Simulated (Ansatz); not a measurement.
# F₃HOTi: how energies converge with the basis set

Aim: see how fast density functionals converge with the basis set for F₃HOTi.

The runs use Ansatz 0.2.0, Gaussian basis; one geometry, several basis sets.

The runs, in order: PBE0-D4/def2-SVP; ωB97M-V/def2-SVP; PBE0-D4/def2-QZVPP; ωB97M-V/def2-QZVPP; the functionals' def2-TZVPP values are taken from earlier runs.

### 1 Structure used throughout

The geometry comes from an earlier relaxation with PBE0-D4 in a triple-zeta def2 set; it is a stationary point.

6 atoms, charge 0, spin multiplicity 1.

Atoms are counted from 1 here; the program's logs count them from 0.

Bond lengths: O1–Ti2 1.762 Å, O1–H6 0.957 Å, Ti2–F3 1.749 Å, Ti2–F4 1.750 Å, Ti2–F5 1.750 Å. Angles: Ti2–O1–H6 142.9°, O1–Ti2–F3 109.1°, O1–Ti2–F4 109.8°, O1–Ti2–F5 109.8°, F3–Ti2–F4 110.1°, F3–Ti2–F5 110.1°, F4–Ti2–F5 107.8°.

### 2 PBE0-D4 in def2-SVP

Contents of in.yaml:

```yaml
crystal:
  periodic: [false, false, false]
  atoms:
    - {symbol: O, position_ang: [-0.850019, 0.554108, 0.859997]}
    - {symbol: Ti, position_ang: [0.347121, -0.222651, -0.172725]}
    - {symbol: F, position_ang: [1.621023, -0.884745, 0.826901]}
    - {symbol: F, position_ang: [-0.409742, -1.495521, -1.105306]}
    - {symbol: F, position_ang: [1.008153, 0.944477, -1.296735]}
    - {symbol: H, position_ang: [-1.674537, 1.040433, 0.841668]}
basis:
  gaussian: {orbitals: def2-SVP}
hamiltonian: {xc: pbe0, dispersion: d4}
output: {orbitals: {seedname: orbitals}}
```

Further steps of the session: ωB97M-V in def2-SVP; PBE0-D4 in def2-QZVPP; ωB97M-V in def2-QZVPP.

**Question.** What will the summary of the whole plan be? Wanted: PBE0-D4: double and triple zeta above quadruple; ωB97M-V: double and triple zeta above quadruple.

The runs gave:

```
                                       quantity           value
PBE0-D4: double and triple zeta above quadruple  16.95, 0.99 eV
ωB97M-V: double and triple zeta above quadruple  17.15, 0.92 eV
```

What this shows: For PBE0-D4 the step from double to triple zeta gains 15.96 eV and the next only 0.99 eV. These are total energies; as a rule much of such shifts cancels in differences, which this series doesn't test.
